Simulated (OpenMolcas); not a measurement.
**Au⁴⁺ among point charges: CASSCF and CASPT2 levels and susceptibility**

How does a field of 6 point charges split the states of Au⁴⁺, and what χT follows?

The numbers are computed with OpenMolcas 26.06 (state-averaged CASSCF and CASPT2, spin-orbit coupling by RASSI with atomic mean-field integrals), except any that are marked as measured or tabulated.

### Step 1. Starting point

| Property | Result |
| --- | --- |
| Species | Au⁴⁺ (gold, Z = 79, 75 electrons) |
| Basis | ANO-RCC-VTZP [8s7p5d3f1g], 84 functions |
| Scalar Hamiltonian | DKH2, point nucleus |
| Inactive shells | 1s 2s 2p 3s 3p 3d 4s 4p 4d 4f 5s 5p |
| Active space | 7 electrons in 5 orbitals (5d) |
| Some configurations of this space | 5d⁷ |
| Orbitals | optimised for each spin and parity, averaged over all roots |

The outer shells:

5d7
```
5d [↑↓][↑↓][↑ ][↑ ][↑ ]
```

The ion sits among 6 point charges of -0.85 e arranged as an octahedron (Oh), 2.2 Å from the ion.

The work runs as a chain of OpenMolcas steps in one folder; each step below is one input file. Labels, J, g values, rates, χT and fits are worked out afterwards by a script from the matrices that RASSI stores. The input lists half of the charges; inversion (Group=XYZ) makes the rest.

### Step 2. Basis and integrals

Contents of a.inp:

```
&GATEWAY
Coord
1

Au 0.0 0.0 0.0
Basis=ANO-RCC-VTZP
Group=XYZ
NoMove
AngMom=0.0 0.0 0.0
AMFI
XField
3 Angstrom 0
2.200000 0.000000 0.000000 -0.850000
0.000000 2.200000 0.000000 -0.850000
0.000000 0.000000 2.200000 -0.850000
&SEWARD
```

Run with:

```sh
> OMP_NUM_THREADS=1 MOLCAS_MEM=1689 MOLCAS_PROJECT=a pymolcas a.inp > a.log
```

Output:

```text
Basis set label: AU.ANO-RCC...8S7P5D3F1G.

      Electronic valence basis set:
      ------------------
      Associated Effective Charge  79.000000 au
      Associated Actual Charge     79.000000 au
      Nuclear Model: Point charge

      Shell  nPrim  nBasis  Cartesian Spherical Contaminant
         s      24       8        X
         p      21       7        X
         d      15       5                 X
         f      11       3                 X
         g       4       1                 X
                  Relativistic Douglas-Kroll-Hess integrals:
                    - DKH order of Hamiltonian: 2
                    - DKH order of Properties : 0
                  Atomic mean-field integrals
```

### Step 3. Reference wave functions, quartets of even parity, 10 roots

Contents of a.inp:

```
&RASSCF
FileOrb=start.orb
Symmetry=1
Spin=4
nActEl=7 0 0
Inactive=15 19
Ras2=5 0
CIRoot=10 10 1
SDav=10
CIMx=300
Iter=120 100
PrWF=0.3
OrbListing=Nothing
MaxOrb=0
>>> COPY $Project.JobIph JOB001
```

Run with:

```sh
> OMP_NUM_THREADS=1 MOLCAS_MEM=1689 MOLCAS_PROJECT=a pymolcas a.inp > a.log
```

start.orb holds the contracted functions of the basis, ordered by shell, or the orbitals of the step before.

Output, cut to the lines that bear on the results:

```text
[...]
      Number of active orbitals                  5
[...]
      Spin quantum number                      1.5
[...]
      Active orbitals                            5   0
[...]
      Number of CSFs                            10
      Number of root(s) required                10
[...]
      Convergence after  8 iterations
[...]
      Natural orbitals and occupation numbers for root  1
      sym 1:   1.149080   1.850920   1.000000   1.850920   1.149080
      Natural orbitals and occupation numbers for root  2
      sym 1:   1.851365   1.851365   1.148635   1.148635   1.000000
      Natural orbitals and occupation numbers for root  3
      sym 1:   1.838947   1.161053   1.000000   1.838947   1.161053
::    RASSCF root number  1 Total energy: -18994.77814760
::    RASSCF root number  2 Total energy: -18994.77814760
::    RASSCF root number  3 Total energy: -18994.77814760
[...]
::    RASSCF root number  7 Total energy: -18994.76119536
::    RASSCF root number  8 Total energy: -18994.70581765
::    RASSCF root number  9 Total energy: -18994.70581765
::    RASSCF root number 10 Total energy: -18994.70581765
```

### Step 4. Reference wave functions, doublets of even parity, 40 roots

Contents of a.inp:

```
&RASSCF
FileOrb=start.orb
Symmetry=1
Spin=2
nActEl=7 0 0
Inactive=15 19
Ras2=5 0
CIRoot=40 40 1
SDav=40
CIMx=300
Iter=120 100
PrWF=0.3
OrbListing=Nothing
MaxOrb=0
>>> COPY $Project.JobIph JOB002
```

Output, cut to the lines that bear on the results:

```text
[...]
      Number of active orbitals                  5
[...]
      Spin quantum number                      0.5
[...]
      Active orbitals                            5   0
[...]
      Number of CSFs                            40
      Number of root(s) required                40
[...]
      Convergence after  7 iterations
[...]
      Natural orbitals and occupation numbers for root  1
      sym 1:   1.789009   1.721445   0.543315   1.151529   1.794702
      Natural orbitals and occupation numbers for root  2
      sym 1:   1.742068   1.815325   0.543315   1.151529   1.747761
      Natural orbitals and occupation numbers for root  3
      sym 1:   1.582546   1.389446   1.027848   1.416170   1.583989
::    RASSCF root number  1 Total energy: -18994.70527531
::    RASSCF root number  2 Total energy: -18994.70527531
::    RASSCF root number  3 Total energy: -18994.70203667
[...]
::    RASSCF root number 27 Total energy: -18994.66587197
::    RASSCF root number 28 Total energy: -18994.66587197
::    RASSCF root number 29 Total energy: -18994.61157221
::    RASSCF root number 30 Total energy: -18994.61157221
```

### Step 5. State interaction with spin-orbit coupling

Contents of a.inp:

```
&RASSI
NrOfJobIphs=2 10 40
1 2 3 4 5 6 7 8 9 10
1 2 3 4 5 6 7 8 9 10 11 12 13 14 15 16 17 18 19 20 21 22 23 24 25 26 27
28 29 30 31 32 33 34 35 36 37 38 39 40
IphNames
JOB001
JOB002
EJob
SpinOrbit
DIPRint=1.0
SOCoupling=1000.0
Subsets=2
Property=9
'ANGMOM' 1 'ANGMOM' 2 'ANGMOM' 3 'MLTPL  1' 1 'MLTPL  1' 2 'MLTPL  1' 3
'AMFI' 1 'AMFI' 2 'AMFI' 3
SOProperty=3
'ANGMOM' 1 'ANGMOM' 2 'ANGMOM' 3
```

Output, cut to the lines that bear on the results:

```text
SPIN-FREE ENERGIES:
  (Shifted by EMIN (a.u.) =     -18994.7781476005)
 SF State       Relative EMIN(au)   Rel lowest level(eV)    D:o, cm**(-1)      L_eff
     1             0.0000000000        0.0000000000              0.0000         3.0
     2             0.0000000000        0.0000000000              0.0000         3.0
     3             0.0000000000        0.0000000000              0.0000         3.0
     4             0.0076022821        0.2068686335           1668.5081         3.0
     5             0.0076022821        0.2068686335           1668.5081         3.0
     6             0.0076022821        0.2068686335           1668.5081         3.0
     7             0.0169522374        0.4612938797           3720.5861         3.0
     8             0.0723299543        1.9681983233          15874.5901         1.0
     9             0.0723299543        1.9681983233          15874.5901         1.0
    10             0.0723299543        1.9681983233          15874.5901         1.0
[...]
Eigenvalues of complex Hamiltonian:
   -----------------------------------
  (Shifted by EMIN (a.u.) =     -18994.7781476005)
 SO State       Relative EMIN(au)   Rel lowest level(eV)    D:o, cm**(-1)     J-value
     1            -0.0580685033        0.0000000000              0.0000         3.6
     2            -0.0580685033        0.0000000000              0.0000         3.6
     3            -0.0564259920        0.0446950098            360.4896         3.9
     4            -0.0564259920        0.0446950101            360.4896         3.2
     5            -0.0564259920        0.0446950101            360.4896         3.2
     6            -0.0564259920        0.0446950098            360.4896         3.9
     7            -0.0524050891        0.1541093517           1242.9757         3.8
     8            -0.0524050891        0.1541093517           1242.9757         3.8
     9            -0.0524050891        0.1541093519           1242.9757         3.4
    10            -0.0524050891        0.1541093519           1242.9757         3.4
    11            -0.0014051750        1.5418877142          12436.1631         2.8
[...]
```

Time for these steps: 9.5 s (1 thread of Intel Xeon 6975P-C (Granite Rapids), shared host).

States without spin-orbit coupling:

```
state  degeneracy  E (cm-1)  free-ion L (%)
  4T1           3         0         F (100)
  4T2           3      1669         F (100)
  4A2           1      3721         F (100)
  4T1           3     15875         P (100)
   2E           2     15994          G (82)
  2T2           3     16704          G (97)
  2T1           3     16891          G (91)
  2A1           1     17571         G (100)
  2T1           3     21235          P (67)
  2T1           3     21803          H (95)
  2T2           3     22023          H (89)
   2E           2     22364          H (88)
  2T1           3     23499          H (64)
   2E           2     24376          D (94)
  2T2           3     24642          D (88)
  2T2           3     36559         F (100)
  2T1           3     36560          F (99)
  2A2           1     36880         F (100)
  2T2           3     57415         D (100)
   2E           2     57496         D (100)
```

With spin-orbit coupling:

```json
{"E (cm-1)": "0.0", "Degeneracy": "2", "Label": "Γ6", "2S+1": "4", "g": "4.83 4.83 4.83"}
{"E (cm-1)": "360.5", "Degeneracy": "4", "Label": "Γ8", "2S+1": "4", "g": ""}
{"E (cm-1)": "1243", "Degeneracy": "4", "Label": "Γ8", "2S+1": "4", "g": ""}
{"E (cm-1)": "12436", "Degeneracy": "2", "Label": "Γ7", "2S+1": "4", "g": "3.03 3.03 3.03"}
{"E (cm-1)": "12497", "Degeneracy": "4", "Label": "Γ8", "2S+1": "4", "g": ""}
{"E (cm-1)": "12939", "Degeneracy": "2", "Label": "Γ6", "2S+1": "4", "g": "2.92 2.92 2.92"}
{"E (cm-1)": "14192", "Degeneracy": "4", "Label": "Γ8", "2S+1": "4", "g": ""}
{"E (cm-1)": "14870", "Degeneracy": "2", "Label": "Γ7", "2S+1": "4", "g": "1.32 1.32 1.32"}
{"E (cm-1)": "15308", "Degeneracy": "4", "Label": "Γ8", "2S+1": "4", "g": ""}
{"E (cm-1)": "21835", "Degeneracy": "4", "Label": "Γ8", "2S+1": "4", "g": ""}
{"E (cm-1)": "23206", "Degeneracy": "2", "Label": "Γ7", "2S+1": "4", "g": "2.41 2.41 2.41"}
{"E (cm-1)": "23380", "Degeneracy": "4", "Label": "Γ8", "2S+1": "2", "g": ""}
{"E (cm-1)": "24046", "Degeneracy": "4", "Label": "Γ8", "2S+1": "4", "g": ""}
{"E (cm-1)": "24328", "Degeneracy": "4", "Label": "Γ8", "2S+1": "2", "g": ""}
{"E (cm-1)": "24827", "Degeneracy": "2", "Label": "Γ6", "2S+1": "2", "g": "3.94 3.94 3.94"}
{"E (cm-1)": "28215", "Degeneracy": "2", "Label": "Γ6", "2S+1": "4", "g": "2.00 2.00 2.00"}
{"E (cm-1)": "31012", "Degeneracy": "2", "Label": "Γ6", "2S+1": "2", "g": "3.77 3.77 3.77"}
{"E (cm-1)": "31371", "Degeneracy": "4", "Label": "Γ8", "2S+1": "2", "g": ""}
{"E (cm-1)": "31834", "Degeneracy": "2", "Label": "Γ7", "2S+1": "2", "g": "3.51 3.51 3.51"}
{"E (cm-1)": "32173", "Degeneracy": "4", "Label": "Γ8", "2S+1": "2", "g": ""}
{"E (cm-1)": "33043", "Degeneracy": "4", "Label": "Γ8", "2S+1": "2", "g": ""}
{"E (cm-1)": "33141", "Degeneracy": "2", "Label": "Γ7", "2S+1": "2", "g": "2.28 2.28 2.28"}
{"E (cm-1)": "33414", "Degeneracy": "2", "Label": "Γ6", "2S+1": "2", "g": "2.39 2.39 2.39"}
{"E (cm-1)": "38241", "Degeneracy": "4", "Label": "Γ8", "2S+1": "4", "g": ""}
```

Principal g values are given for doublets only; a zero marks a field direction without first-order Zeeman splitting.

Powder χT (cm³ K/mol): 2.21 at 2 K, 2.25 at 5 K, 2.30 at 10 K, 2.41 at 20 K, 2.75 at 50 K, 3.29 at 100 K, 3.75 at 150 K, 4.08 at 200 K, 4.31 at 250 K, 4.47 at 300 K.

A ligand-field fit to the states below 45000 cm-1 gives 10Dq = 1993 cm-1, B = 970 cm-1 and C = 4016 cm-1 (C/B = 4.14), with a deviation of 32 cm-1.

### Step 6. CASPT2: IPEA 0.25, imaginary shift 0.1 (closed shells correlated: 5s 5p)

Contents of a.inp:

```
>>> COPY JOB001 $Project.JobIph
&CASPT2
Multistate=10 1 2 3 4 5 6 7 8 9 10
NoMult
Frozen=14 16
IPEA=0.25
Imaginary=0.1
MaxIter=60
WThr=0.0 0.3 0.05
PrWF=0.5
NoMix
>>> COPY JOB002 $Project.JobIph
&CASPT2
Multistate=40 1 2 3 4 5 6 7 8 9 10 11 12 13 14 15 16 17 18 19 20 21 22
23 24 25 26 27 28 29 30 31 32 33 34 35 36 37 38 39 40
NoMult
Frozen=14 16
IPEA=0.25
Imaginary=0.1
MaxIter=60
WThr=0.0 0.3 0.05
PrWF=0.5
NoMix
```

Output, cut to the lines that bear on the results:

```text
[...]
      Active orbitals                            5   0
[...]
      E2 (Variational):          -0.3531923195
      Total energy:          -18995.1313399201
[...]
::    CASPT2 Root  1     Total energy: -18995.13133992
::    CASPT2 Root  2     Total energy: -18995.13139161
[...]
::    CASPT2 Root 27     Total energy: -18995.03355447
::    CASPT2 Root 28     Total energy: -18995.03353069
::    CASPT2 Root 29     Total energy: -18994.99293313
::    CASPT2 Root 30     Total energy: -18994.99288763
```

Time for this run: 8.2 s (1 thread of Intel Xeon 6975P-C (Granite Rapids), shared host).

SS-CASPT2: lowest energy less the reference's lowest, -0.3532 hartree; reference weights 0.939 to 0.948.

Spin-free states, with their symmetry labels:

```
state  degeneracy  E (cm-1)  free-ion L (%)
  4T1           3         0         F (100)
  4T2           3      1793         F (100)
  4A2           1      4088         F (100)
  4T1           3     12377         P (100)
   2E           2     14422          G (82)
  2T2           3     14773          G (97)
  2T1           3     14937          G (91)
  2A1           1     15506         G (100)
  2T1           3     18110          P (67)
  2T1           3     19591          H (95)
  2T2           3     19642          H (89)
   2E           2     20231          H (88)
   2E           2     21092          D (94)
  2T1           3     21115          H (64)
  2T2           3     21466          D (88)
  2T2           3     30354         F (100)
  2T1           3     30403          F (99)
  2A2           1     30640         F (100)
  2T2           3     49149         D (100)
   2E           2     49187         D (100)
```

With spin-orbit coupling:

```tsv
E (cm-1)	Degeneracy	Label	2S+1	g
0	2	Γ6	4	4.82 4.82 4.82
400	4	Γ8	4	
1320	4	Γ8	4	
11760	4	Γ8	2	
12620	2	Γ7	4	2.17 2.17 2.17
13090	4	Γ8	4	
13230	2	Γ6	4	2.91 2.91 2.91
13710	2	Γ7	4	0.64 0.64 0.64
13890	4	Γ8	4	
20510	4	Γ8	4	
20710	2	Γ7	4	2.26 2.26 2.26
21660	4	Γ8	4	
22180	4	Γ8	2	
22840	4	Γ8	2	
23120	2	Γ6	2	3.88 3.88 3.88
25280	2	Γ6	4	2.10 2.10 2.10
29120	2	Γ6	2	3.75 3.75 3.75
29530	4	Γ8	2	
29730	2	Γ7	2	3.60 3.60 3.60
29920	4	Γ8	2	
30960	4	Γ8	2	
30960	2	Γ7	2	2.43 2.43 2.43
31180	2	Γ6	2	2.45 2.45 2.45
35900	4	Γ8	4
```

Powder χT (cm³ K/mol): 2.20 at 2 K, 2.22 at 5 K, 2.27 at 10 K, 2.37 at 20 K, 2.67 at 50 K, 3.16 at 100 K, 3.60 at 150 K, 3.93 at 200 K, 4.18 at 250 K, 4.36 at 300 K.

A ligand-field fit to the states below 45000 cm-1 gives 10Dq = 2088 cm-1, B = 741 cm-1 and C = 3741 cm-1 (C/B = 5.05), with a deviation of 310 cm-1.

### Step 7. The methods side by side

A. CASSCF
B. SS-CASPT2, IPEA 0.25, imaginary shift 0.1 (closed shells correlated: 5s 5p)

```
method  ground state  first state of that spin (cm-1)  first gap with spin-orbit (cm-1)  χT at 300 K
     A           4T1                         4T2 1669                             360.5         4.47
     B           4T1                         4T2 1793                             403.9         4.36
```

### Step 8. What came out

| quantity | value |
| --- | --- |
| method | SS-CASPT2, IPEA 0.25, imaginary shift 0.1 (closed shells correlated: 5s 5p) |
| spin-free ground state | 4T1, 3-fold in its orbital part |
| first state of the same spin within the active space | 4T2 at 1790 cm⁻¹ |
| lowest level | 2-fold Γ6, g = 4.82, 4.82, 4.82 |
| next level | 403.9 cm⁻¹ |
| χT at 300 K | 4.36 cm³ K/mol |
| effective moment at 300 K | 5.90 μB |

Cost by method:

```
                                              method  time of its own steps  time with the reference
                                           A. CASSCF                  9.5 s                    9.5 s
B. SS-CASPT2, IPEA 0.25, imaginary shift 0.1, +5s 5p                  8.2 s                     18 s
```

Times are of one thread on a shared host.

What this shows: The spin-free ground state (4T1) comes to 100 % from free-ion F terms and keeps the highest spin of the shell. χT at 300 K is 4.36, against 1.88 cm³ K/mol for the spin alone, so orbital moment adds to it. An active space of the d shell alone favours high spin; real ions in strong fields can be low spin. A ligand-field fit to the states below 45000 cm-1 gives 10Dq = 2088 cm-1, B = 741 cm-1 and C = 3741 cm-1 (C/B = 5.05), with a deviation of 310 cm-1. CASPT2 does not keep the components of a term degenerate, and the means are used. The field of point charges can differ much from that of real complexes. With metal d orbitals alone active, the gaps between spin states are rough; where two lie within a few thousand cm-1, their order is open. Point charges carry no covalency, so the field is a model and not that of real ligands.
